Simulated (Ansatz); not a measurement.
**CF₆OSi: basis-set convergence**

The task here is to estimate one member of a computed series from the others.

The runs use Ansatz 0.2.0, Gaussian basis; one geometry, several basis sets.

The runs, in order: PBE0-D4/def2-SVP; ωB97M-V/def2-SVP; PBE0-D4/def2-QZVPP; ωB97M-V/def2-QZVPP; the functionals' def2-TZVPP values are taken from earlier runs.

## The relaxed structure

All runs share one geometry, relaxed beforehand with PBE0-D4 in a triple-zeta def2 set.

SMILES `FC(F)(F)O[Si](F)(F)F`, 9 atoms, charge 0, spin multiplicity 1.

Atoms are counted from 1 here; the program's logs count them from 0.

Bond lengths: F1–C2 1.326 Å, C2–F3 1.338 Å, C2–F4 1.322 Å, C2–O5 1.344 Å, O5–Si6 1.626 Å, Si6–F7 1.562 Å, Si6–F8 1.563 Å, Si6–F9 1.560 Å. Angles: F1–C2–F3 107.9°, F1–C2–F4 108.5°, F1–C2–O5 110.7°, F3–C2–F4 108.3°, F3–C2–O5 111.5°, F4–C2–O5 109.9°, C2–O5–Si6 129.7°, O5–Si6–F7 111.3°, O5–Si6–F8 111.2°, O5–Si6–F9 105.9°, F7–Si6–F8 109.0°, F7–Si6–F9 109.5°, F8–Si6–F9 109.9°.

The first run:

in.yaml

```yaml
crystal:
  periodic: [false, false, false]
  atoms:
    - {symbol: F, position_ang: [0.998907, -1.727800, -1.085265]}
    - {symbol: C, position_ang: [0.778652, -0.421351, -1.036416]}
    - {symbol: F, position_ang: [-0.337010, -0.165233, -1.729198]}
    - {symbol: F, position_ang: [1.786685, 0.195740, -1.628828]}
    - {symbol: O, position_ang: [0.673255, -0.005584, 0.237644]}
    - {symbol: Si, position_ang: [-0.647998, 0.415891, 1.085981]}
    - {symbol: F, position_ang: [-1.265851, 1.745975, 0.547943]}
    - {symbol: F, position_ang: [-1.734163, -0.706499, 1.037005]}
    - {symbol: F, position_ang: [-0.163978, 0.622562, 2.554133]}
basis:
  gaussian: {orbitals: def2-SVP}
hamiltonian: {xc: pbe0, dispersion: d4}
output: {orbitals: {seedname: orbitals}}
```

On the command line:

```bash
$ ansatz run in.yaml --threads 4 --pin off --events-out ev --progress --plain --max-ram 11315MiB
```

Steps of the session up to this table: PBE0-D4 in def2-SVP; ωB97M-V in def2-SVP; PBE0-D4 in def2-QZVPP; ωB97M-V in def2-QZVPP.

One of the session's tables, all rows but one given; the rest of the session is left out.

It belongs to the step «Functionals by basis». 

```
functional       basis  HOMO (eV)  LUMO (eV)
   PBE0-D4    def2-SVP     -11.41       0.87
   PBE0-D4  def2-TZVPP     -11.48       0.58
   PBE0-D4  def2-QZVPP     -11.52       0.23
   ωB97M-V    def2-SVP          ?          ?
   ωB97M-V  def2-TZVPP     -13.96       2.35
   ωB97M-V  def2-QZVPP     -14.00       1.76
```

Estimate the missing values for ωB97M-V, def2-SVP.

The run gave: HOMO (eV): -13.86; LUMO (eV): 2.75. In the column «HOMO (eV)» it lies between ωB97M-V, def2-TZVPP (-13.96) and PBE0-D4, def2-QZVPP (-11.52).
